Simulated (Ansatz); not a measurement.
Hf2Pd2Se2Br2O3:

```
CELL_PARAMETERS angstrom
7.58666 -1.70971 -1.17576
7.58666 1.70971 -1.17576
-2.02446 0.00000 13.05155
ATOMIC_POSITIONS crystal
Hf 0.94514 0.94514 0.06144
Hf 0.60628 0.60628 0.28309
Pd 0.17920 0.17920 0.50964
Pd 0.32286 0.32286 0.74307
Se 0.92232 0.92232 0.84566
Se 0.78991 0.78991 0.58800
Br 0.58645 0.58645 0.04520
Br 0.24604 0.24604 0.28651
O 0.59701 0.59701 0.42127
O 0.38554 0.38554 0.07302
O 0.03094 0.03094 0.22169
```

The cell was built by a generator and needn't be a form met in nature.

- Program: Ansatz 0.2.0
- Task: relaxation of cell and atoms
- Functional: PBEsol
- Dispersion: D3(BJ)
- Potentials or basis: Ansatz PAW
- Cutoff: 420 eV (not typed: the program's choice for these potentials)
- k mesh: 6 × 6 × 2
- Occupations: fermi-dirac, width 0.05 eV
- Spin: no spin polarisation

At the start: volume 30.04 Å³/atom.

Q: How do energy, volume and symmetry change on relaxing?

A: It ends after 28 steps and the volume is 18.64 Å³/atom (-38.0 %); space group Cm (No. 8, to 0.05 Å).

The path:
| step | energy change (eV) | largest force (eV/Å) | volume (Å³) |
| --- | --- | --- | --- |
| 1 | 0.0000 | 0.3533 | 330.44 |
| 2 | -0.2365 | 0.7478 | 299.21 |
| 3 | -0.3819 | 0.6115 | 290.01 |
| 4 | -0.5473 | 0.4357 | 271.66 |
| 5 | -0.6820 | 0.3576 | 255.75 |
| 6 | -0.8184 | 0.3164 | 239.67 |
| 7 | -0.8883 | 0.1515 | 232.47 |
| 8 | -0.9045 | 0.1400 | 230.84 |
| 9 | -0.9229 | 0.0754 | 228.08 |
| 10 | -0.9490 | 0.0528 | 224.26 |
| 11 | -0.9873 | 0.1425 | 219.01 |
| 12 | -1.0336 | 0.2333 | 214.05 |
| 13 | -1.0877 | 0.3162 | 208.91 |
| 14 | -1.1415 | 0.1915 | 204.97 |
| 15 | -1.1470 | 0.2587 | 207.29 |
| 16 | -1.1589 | 0.2585 | 206.94 |
| 17 | -1.1673 | 0.0637 | 206.00 |
| 18 | -1.1694 | 0.0459 | 206.15 |
| 19 | -1.1725 | 0.0617 | 205.96 |
| 20 | -1.1732 | 0.0346 | 206.10 |
| 21 | -1.1734 | 0.0231 | 206.18 |
| 22 | -1.1736 | 0.0167 | 206.21 |
| 23 | -1.1737 | 0.0124 | 206.15 |
| 24 | -1.1739 | 0.0076 | 206.08 |
| 25 | -1.1452 | 0.0051 | 206.08 |
| 26 | -1.1473 | 0.0358 | 204.99 |
| 27 | -1.1473 | 0.0104 | 205.01 |
| 28 | -1.1460 | 0.0104 | 205.01 |

Final structure:
```
Hf Pd Se Br O
1.0
     5.90462   -1.67856   -0.19457
     5.90462    1.67856   -0.19457
    -0.30592    0.00000   10.35260
Hf Pd Se Br O
2 2 2 2 3
Direct
  0.96692 0.96692 0.03776
  0.59759 0.59759 0.31780
  0.10893 0.10893 0.55647
  0.34866 0.34866 0.74026
  0.99150 0.99150 0.77754
  0.75595 0.75595 0.58678
  0.64855 0.64855 0.02010
  0.27420 0.27420 0.29931
  0.51501 0.51501 0.46983
  0.38381 0.38381 0.04049
  0.02056 0.02056 0.23227
```

Caveat: the volume moved by over 15 % at a fixed basis, so the end points are rough; the plane-wave basis is chosen anew once the cell has moved, so the energies of steps on either side of that aren't comparable; the PAW data sets come from PBE, with cores solved anew for the run's functional, which leaves a small shift of forces and pressure.
